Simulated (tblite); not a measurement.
# GeH5O4PSi: the cost of one run

Programs: tblite 0.8.0 and PySCF 2.14.0. All values are calculated, for the isolated system unless a continuum is named. Atoms count from 0, parts from 1.

## 1. The system as given

12 atoms, charge 0, multiplicity 1; geometry: distance geometry start.

## 2. Geometry optimisation with GFN2-xTB

The job: settings as JSON, then the geometry in Å.

```
{"job": {"kind": "relax", "xc": "GFN2-xTB", "basis": "xTB"}, "charge": 0, "multiplicity": 1}
Ge     0.993827     0.178157    -0.808685
Si     3.003263    -0.289211     0.211606
O     -0.282139     0.153754     0.470966
P     -1.859354     0.206438    -0.158750
O     -1.968287     0.766593    -1.534174
O     -2.597026    -1.321681    -0.184649
O     -2.833146     1.161626     0.865237
H      3.236273     0.621271     1.370533
H      3.027367    -1.694785     0.642774
H      4.117903     0.002627    -0.753196
H     -2.430318    -1.830247    -1.028311
H     -2.363348     2.051537     0.868017
```

With the program's defaults for keys left out, this is: GFN2-xTB geometry optimisation, gas phase.

Launch:

```console
OMP_NUM_THREADS=1 python cluster_run.py task.json out
```

One launch serves the whole session: the jobs run in the order shown.

**Question.** How long does this first job take on 1 thread of Arm Neoverse V2, shared host?

About 5.1 s.
